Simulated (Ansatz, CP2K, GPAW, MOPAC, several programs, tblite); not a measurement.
**What cheap methods get right for GaCuSe2**

How much accuracy does each second buy? GaCuSe2 is computed with 10 methods, from the cheapest up to r2SCAN.

Computed with MOPAC, tblite, CP2K, Ansatz, GPAW (versions at each run) (no spin polarisation, static lattice; gaps from single points on the cell relaxed beforehand with r²SCAN, unless a step's input says otherwise).

4 further runs of the same task are left out: 4 set aside as unsound or not needed.

## Step 1: The structure to begin with

The structure is tetragonal, space group I-42d (No. 122). Conventional cell: a = 5.608 Å, b = 5.608 Å, c = 11.099 Å, α = 90.00°, β = 90.00°, γ = 90.00°. Cu (site symmetry -4) has 4 Se at 2.41 Å as nearest neighbours. Se (site symmetry 2) is surrounded by 2 Cu at 2.41 Å and 2 Ga at 2.43 Å. Ga (site symmetry -4) has 4 Se at 2.43 Å as nearest neighbours.

As a file:

```cif
data_structure
_symmetry_space_group_name_H-M 'P 1'
_symmetry_Int_Tables_number 1
_cell_length_a 6.8206
_cell_length_b 6.8206
_cell_length_c 6.8206
_cell_angle_alpha 131.449
_cell_angle_beta 131.449
_cell_angle_gamma 71.101
_cell_volume 174.54
loop_
_atom_site_label
_atom_site_type_symbol
_atom_site_fract_x
_atom_site_fract_y
_atom_site_fract_z
_atom_site_occupancy
Cu1 Cu 0.00000 0.00000 0.00000 1
Se1 Se 0.37500 0.37136 0.49636 1
Cu2 Cu 0.75000 0.25000 0.50000 1
Se2 Se 0.12136 0.62500 0.99636 1
Ga1 Ga 0.50000 0.50000 0.00000 1
Se3 Se 0.87500 0.87864 0.50364 1
Ga2 Ga 0.25000 0.75000 0.50000 1
Se4 Se 0.62864 0.12500 0.00364 1
```

The structure type (I-III-VI2 ordering on zincblende lattice) is imposed and need not be the compound's stable one.

**Question.** The methods are PM6, PM7, GFN1-xTB (tblite), GFN2-xTB (tblite), PBE/DZVP, PBE/SZV, coarse PBE, GLLB-SC, PBE, r2SCAN. What gap does r2SCAN give on this cell, and which other methods (full PBE left aside) come nearest to r2SCAN and farthest in gap, volume and bulk modulus?

| quantity | value |
| --- | --- |
| r2SCAN | gap 0.56 eV, 21.82 Å³/atom, B₀ 71 GPa |
| gap: nearest and farthest of the other methods | coarse PBE (-0.31 eV), GFN2-xTB (tblite) (+1.86 eV) |
| volume: nearest and farthest of the other methods | GFN1-xTB (tblite) (+3.6 %), PBE/DZVP (+5.5 %) |
| bulk modulus: nearest and farthest of the other methods | GFN1-xTB (tblite) (-6 %), PBE/DZVP (-21 %) |

For the gap, of the 6 methods compared (full PBE left aside), coarse PBE comes nearest to r2SCAN and GFN2-xTB (tblite) is farthest. Among the 2 methods compared for the volume (full PBE left aside), GFN1-xTB (tblite) is nearest to r2SCAN and PBE/DZVP farthest. For the bulk modulus, of the 2 methods compared (full PBE left aside), GFN1-xTB (tblite) comes nearest to r2SCAN and PBE/DZVP is farthest. A minimal basis or a coarse cutoff and mesh shifts results by its own error, so closeness to r2SCAN can be chance. Cluster runs see only the k-points that fold onto the zone centre, so their gaps can miss the band edges. GLLB-SC is compared with its derivative discontinuity added. PM7, PM6 ended in an unphysical state and are left out of the comparison. No volume is given for GFN2-xTB (tblite), PBE/SZV, coarse PBE, which can hide a larger miss. CPU times run from 4.1 s (PM7) to 2.1 min (r2SCAN). r2SCAN is a yardstick, not the truth: it usually gives gaps below the measured ones. Measured gap of GaCuSe2: 1.72 eV (“Growth and anisotropy of transport properties of CuGaSe2 single crystals”, 2018, pmc:6251020). This calculation gives 0.56 eV (-1.16 eV). So large a miss can be the level of theory's own, or it may mean another phase, state or a wrong row. 2 values of this kind are on record in papers (1.7 to 1.72 eV); this one was drawn at random among those near their median. That value is r2SCAN's. Of all methods here GLLB-SC lies nearest to the measured gap (1.04 eV).
